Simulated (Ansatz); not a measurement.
# CH4SeSi: up Jacob's ladder to CCSD(T)

Aim: compute CH4SeSi with functionals from several rungs and with coupled cluster. The yardstick is the atomisation energy at the CCSD(T) limit.

Computed with Ansatz 0.2.0, Gaussian basis. Level: functionals in def2-TZVPP, the program's frozen cores in correlated methods.

Levels to be run: LDA (SPW92), PBE-D4, revPBE-D4, BLYP-D4, r2SCAN-D4, B97M-V, PBE0-D4, B3LYP-D4, r2SCANh-D4, r2SCAN0-D4, HSE06-D4, BHLYP-D4, CAM-B3LYP-D4, LC-ωPBE, ωB97X-V, ωB97M-V, B2PLYP, PBE-QIDH; CCSD(T)/def2-SVP; CCSD(T)/def2-TZVPP; MP2/def2-QZVPP; extrapolation to the limit; RPA on PBE.

**1. Structure used throughout**

The geometry comes from an earlier relaxation with PBE0-D4 in a triple-zeta def2 set; it is a stationary point, not always the lowest conformer.

SMILES `[SiH3]C=[Se]`, 7 atoms, charge 0, spin multiplicity 1.

Atoms are counted from 1 here; the program's logs count them from 0.

Bond lengths: Si1–C2 1.871 Å, Si1–H4 1.489 Å, Si1–H5 1.489 Å, Si1–H6 1.480 Å, C2–Se3 1.754 Å, C2–H7 1.091 Å. Angles: C2–Si1–H4 108.8°, C2–Si1–H5 108.7°, C2–Si1–H6 109.8°, H4–Si1–H5 107.9°, H4–Si1–H6 110.8°, H5–Si1–H6 110.7°, Si1–C2–Se3 124.0°, Si1–C2–H7 118.4°, Se3–C2–H7 117.5°.

**2. LDA**

This LDA is Slater exchange with PW92 correlation.

in.yaml

```yaml
crystal:
  periodic: [false, false, false]
  atoms:
    - {symbol: Si, position_ang: [-0.611631, 0.482446, -0.177415]}
    - {symbol: C, position_ang: [0.811455, -0.703071, 0.087777]}
    - {symbol: Se, position_ang: [1.692647, -0.857231, 1.596302]}
    - {symbol: H, position_ang: [-1.813488, -0.294686, -0.586673]}
    - {symbol: H, position_ang: [-0.262665, 1.407219, -1.290507]}
    - {symbol: H, position_ang: [-0.874107, 1.237278, 1.068166]}
    - {symbol: H, position_ang: [1.118988, -1.340056, -0.743452]}
basis:
  gaussian: {orbitals: def2-TZVPP}
hamiltonian: {xc: lda}
output: {orbitals: {seedname: orbitals}}
```

The run is started by

```bash
$ ansatz run in.yaml --threads 2 --pin off --events-out ev --progress --plain --max-ram 4352MiB
```

Further steps of the session: PBE-D4 (GGA); revPBE-D4 (GGA); BLYP-D4 (GGA); r2SCAN-D4 (meta-GGA); B97M-V (meta-GGA); B3LYP-D4 (hybrid); r2SCANh-D4 (hybrid); r2SCAN0-D4 (hybrid); HSE06-D4 (hybrid); BHLYP-D4 (hybrid); CAM-B3LYP-D4 (range-separated); LC-ωPBE (range-separated); ωB97X-V (range-separated); ωB97M-V (range-separated); B2PLYP (double hybrid); PBE-QIDH (double hybrid); CCSD(T) in def2-SVP; CCSD(T) in def2-TZVPP; MP2 in def2-QZVPP; RPA on PBE orbitals.

**Question.** What will the summary of the whole plan be? Wanted: atomisation energy, CCSD(T)/CBS; farthest beyond LDA; mean size of error, GGA; mean size of error, meta-GGA; mean size of error, hybrid; mean size of error, range-separated; mean size of error, double hybrid; gap, smallest and largest; T1 diagnostic.

The runs gave:

| quantity | value |
| --- | --- |
| atomisation energy, CCSD(T)/CBS | 2173.4 kJ/mol |
| functionals within 21.7 kJ/mol (1.0 %) | PBE-D4, BLYP-D4, r2SCAN-D4, B97M-V, B3LYP-D4, CAM-B3LYP-D4, ωB97X-V |
| farthest beyond LDA | BHLYP-D4 (-73.0 kJ/mol) |
| mean size of error, GGA | 20.0 kJ/mol |
| mean size of error, meta-GGA | 11.1 kJ/mol |
| mean size of error, hybrid | 36.3 kJ/mol |
| mean size of error, range-separated | 29.6 kJ/mol |
| mean size of error, double hybrid | 38.9 kJ/mol |
| gap, smallest and largest | 1.20 eV (LDA (SPW92)), 8.10 eV (LC-ωPBE) |
| T1 diagnostic | 0.0141 |
| triples share of the correlation energy | 4.3 % |

In words: LDA overbinds by 277.3 kJ/mol (13 %). PBE-D4 is off by +8.9 kJ/mol. Double hybrids carry the basis error of their MP2 part in triple zeta, and no dispersion term here, so their miss is partly the set-up's. The rungs meta-GGA, GGA miss on average by less than the doubt on the reference (21.7 kJ/mol), so they tie. The reference freezes the cores and leaves out relativity and excitations past (T), and its outer-core shells are covered unevenly, so misses under about 21.7 kJ/mol can't be ranked. All levels share the lack of spin-orbit coupling, which lowers the free heavy atoms and so the true binding. Hartree-Fock recovers 71 % of the binding; the rest is correlation. CCSD(T) in def2-SVP is off by -149.0 kJ/mol, which most functionals beat. Orbital gaps span 1.2 to 8.1 eV; exact exchange widens them. The restricted reference is unstable towards a spin-broken one. Correlated methods include outer-core shells of Se, which these sets cover unevenly.
